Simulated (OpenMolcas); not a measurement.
# Ni⁴⁺ among point charges: CASSCF and CASPT2 levels and susceptibility

Aim: the splitting of the states of Ni⁴⁺ in the field of 5 point charges, its lowest levels with spin-orbit coupling and its magnetic susceptibility.

The numbers are computed with OpenMolcas 26.06 (state-averaged CASSCF and CASPT2, spin-orbit coupling by RASSI with atomic mean-field integrals), except any that are marked as measured or tabulated.

### Step 1. The atom as given

```
Species                           : Ni⁴⁺ (nickel, Z = 28, 24 electrons)
Basis                             : ANO-RCC-VDZP [5s4p2d1f], 34 functions
Scalar Hamiltonian                : DKH2, point nucleus
Inactive shells                   : 1s 2s 2p 3s 3p
Active space                      : 6 electrons in 5 orbitals (3d)
Some configurations of this space : 3d⁶
Orbitals                          : optimised for each spin and parity, averaged over all roots
```

The outer shells:

3d6
```
3d [↑↓][↑ ][↑ ][↑ ][↑ ]
```

The ion sits among 5 point charges of -1 e arranged as a trigonal bipyramid (D3h), 2.02 Å from the ion, with the axial distance 2.121 Å.

Each step is its own input file, run in one work folder so that later steps find the files of earlier ones. Labels, J, g values, rates, χT and fits are worked out afterwards by a script from the matrices that RASSI stores.

### Step 2. GATEWAY and SEWARD: basis and integrals

Contents of a.inp:

```
&GATEWAY
Coord
1

Ni 0.0 0.0 0.0
Basis=ANO-RCC-VDZP
Group=NoSym
NoMove
AngMom=0.0 0.0 0.0
AMFI
XField
5 Angstrom 0
2.020000 0.000000 0.000000 -1.000000
-1.010000 1.749371 0.000000 -1.000000
-1.010000 -1.749371 0.000000 -1.000000
0.000000 0.000000 2.121000 -1.000000
0.000000 0.000000 -2.121000 -1.000000
&SEWARD
```

The run is started by

```console
$ OMP_NUM_THREADS=1 MOLCAS_MEM=1689 MOLCAS_PROJECT=a pymolcas a.inp > a.log
```

### Step 3. Reference wave functions, quintets, 5 roots

Contents of a.inp:

```
&RASSCF
FileOrb=start.orb
Symmetry=1
Spin=5
nActEl=6 0 0
Inactive=9
Ras2=5
CIRoot=5 5 1
SDav=5
CIMx=300
Iter=120 100
PrWF=0.3
OrbListing=Nothing
MaxOrb=0
>>> COPY $Project.JobIph JOB001
```

start.orb holds the contracted functions of the basis, ordered by shell, or the orbitals of the step before.

### Step 4. CASSCF: triplets, 45 roots

Contents of a.inp:

```
&RASSCF
FileOrb=start.orb
Symmetry=1
Spin=3
nActEl=6 0 0
Inactive=9
Ras2=5
CIRoot=45 45 1
SDav=45
CIMx=300
Iter=120 100
PrWF=0.3
OrbListing=Nothing
MaxOrb=0
>>> COPY $Project.JobIph JOB002
```

### Step 5. Reference wave functions, singlets, 50 roots

Contents of a.inp:

```
&RASSCF
FileOrb=start.orb
Symmetry=1
Spin=1
nActEl=6 0 0
Inactive=9
Ras2=5
CIRoot=50 50 1
SDav=50
CIMx=300
Iter=120 100
PrWF=0.3
OrbListing=Nothing
MaxOrb=0
>>> COPY $Project.JobIph JOB003
```

### Step 6. RASSI: spin-orbit coupling between the states

Contents of a.inp:

```
&RASSI
NrOfJobIphs=3 5 45 50
1 2 3 4 5
1 2 3 4 5 6 7 8 9 10 11 12 13 14 15 16 17 18 19 20 21 22 23 24 25 26 27
28 29 30 31 32 33 34 35 36 37 38 39 40 41 42 43 44 45
1 2 3 4 5 6 7 8 9 10 11 12 13 14 15 16 17 18 19 20 21 22 23 24 25 26 27
28 29 30 31 32 33 34 35 36 37 38 39 40 41 42 43 44 45 46 47 48 49 50
IphNames
JOB001
JOB002
JOB003
EJob
SpinOrbit
DIPRint=1.0
SOCoupling=1000.0
Subsets=2
Property=9
'ANGMOM' 1 'ANGMOM' 2 'ANGMOM' 3 'MLTPL  1' 1 'MLTPL  1' 2 'MLTPL  1' 3
'AMFI' 1 'AMFI' 2 'AMFI' 3
SOProperty=3
'ANGMOM' 1 'ANGMOM' 2 'ANGMOM' 3
```

### Step 7. CASPT2: IPEA 0.25, imaginary shift 0.1 (closed shells correlated: 3s 3p)

Contents of a.inp:

```
>>> COPY JOB001 $Project.JobIph
&CASPT2
Multistate=5 1 2 3 4 5
NoMult
Frozen=5
IPEA=0.25
Imaginary=0.1
MaxIter=60
WThr=0.0 0.3 0.05
PrWF=0.5
NoMix
>>> COPY JOB002 $Project.JobIph
&CASPT2
Multistate=45 1 2 3 4 5 6 7 8 9 10 11 12 13 14 15 16 17 18 19 20 21 22
23 24 25 26 27 28 29 30 31 32 33 34 35 36 37 38 39 40 41 42 43 44 45
NoMult
Frozen=5
IPEA=0.25
Imaginary=0.1
MaxIter=60
WThr=0.0 0.3 0.05
PrWF=0.5
NoMix
>>> COPY JOB003 $Project.JobIph
&CASPT2
Multistate=50 1 2 3 4 5 6 7 8 9 10 11 12 13 14 15 16 17 18 19 20 21 22
23 24 25 26 27 28 29 30 31 32 33 34 35 36 37 38 39 40 41 42 43 44 45 46
47 48 49 50
NoMult
Frozen=5
IPEA=0.25
Imaginary=0.1
MaxIter=60
WThr=0.0 0.3 0.05
PrWF=0.5
NoMix
```

(Steps that only read results are left out.)

Q: Predict the outcome of this session. Wanted: spin-free ground state; first state of the same spin within the active space; lowest level; next level.

As calculated:

```
                                            quantity                                                                        value
                                              method  SS-CASPT2, IPEA 0.25, imaginary shift 0.1 (closed shells correlated: 3s 3p)
                              spin-free ground state                                               5E, 2-fold in its orbital part
first state of the same spin within the active space                                                              5E at 70.8 cm⁻¹
                                        lowest level                                                 2-fold, g = 0.00, 0.00, 9.08
                                          next level                                                                    34.8 cm⁻¹
                                         χT at 300 K                                                               5.51 cm³ K/mol
                           effective moment at 300 K                                                                      6.64 μB
```

Cost by method:

```csv
method,time of its own steps,time with the reference
A. CASSCF,25 s,25 s
"B. SS-CASPT2, IPEA 0.25, imaginary shift 0.1, +3s 3p",8.4 s,33 s
```

Times are of one thread on a shared host.

**Reading.** The spin-free ground state (5E) comes to 100 % from free-ion D terms and keeps the highest spin of the shell. χT at 300 K is 5.51, against 3.01 cm³ K/mol for the spin alone, so orbital moment adds to it. An active space of the d shell alone favours high spin; real ions in strong fields can be low spin. CASPT2 does not keep the components of a term degenerate, and the means are used. The field of point charges can differ much from that of real complexes. With metal d orbitals alone active, the gaps between spin states are rough; where two lie within a few thousand cm-1, their order is open. This is an electrostatic model: the charges have no orbitals.
